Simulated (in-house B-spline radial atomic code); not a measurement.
**Cd¹⁶⁺: levels and lines by CI+MBPT**

Which levels has Cd¹⁶⁺, how pure are their terms, and how much do the corrections beyond plain CI move them?

Method: configuration interaction of two valence electrons in the frozen-core Dirac-Hartree-Fock potential, then with screened core-valence correlation, Breit and QED (CI+MBPT), no-pair Dirac, B-spline basis. Code: an in-house B-spline radial atomic code, version 1.

**1. Starting point**

| Property | Result |
| --- | --- |
| element | cadmium (Z = 48) |
| charge | +16 |
| core | [Ar] 3d10 4s2 |
| nucleus | mass number 114, rms radius 4.609 fm |

**2. The run, and its levels**

Input settings, with the grid that the program derived:

```ini
basis_form = 3
Z = 48
core_configuration = [Ar] 3d10 4s2
rms_radius = 4.6087
mass_number = 114
speed_of_light = 137.035999084
box_radius = 5.0
lmax = 6
intervals = 59
virtual_cutoff = 4608.0
```

Command:

```sh
> python run_mb.py task.json out
```

After this run come: Matrix elements and lines.

What does the calculation give? Wanted: ground level; ionisation energy; first excited level; largest CI block.

As calculated:

```
                               quantity                                                              value
                           ground level                                                            4p2 3P0
                      ionisation energy                                     421.59 eV (plain CI 420.37 eV)
                    first excited level                                              4p2 3P1 at 50567 cm⁻¹
                       largest CI block                                                               2746
tabulated theoretical ionisation energy  421.00 ± 3 eV (NIST Atomic Spectra Database, ionization energies)
```

What this shows: 4p2 3P0 lies lowest. Plain CI gives 420.37 eV for ionisation, the corrected calculation 421.59 eV. The lowest 5 levels have a mean term purity of 0.74, so spin-orbit mixing is strong and LS labels say little. The tabulated theoretical ionisation energy is 421.00 ± 3 eV, so the final value is off by +0.14 %, within the tabulated uncertainty.
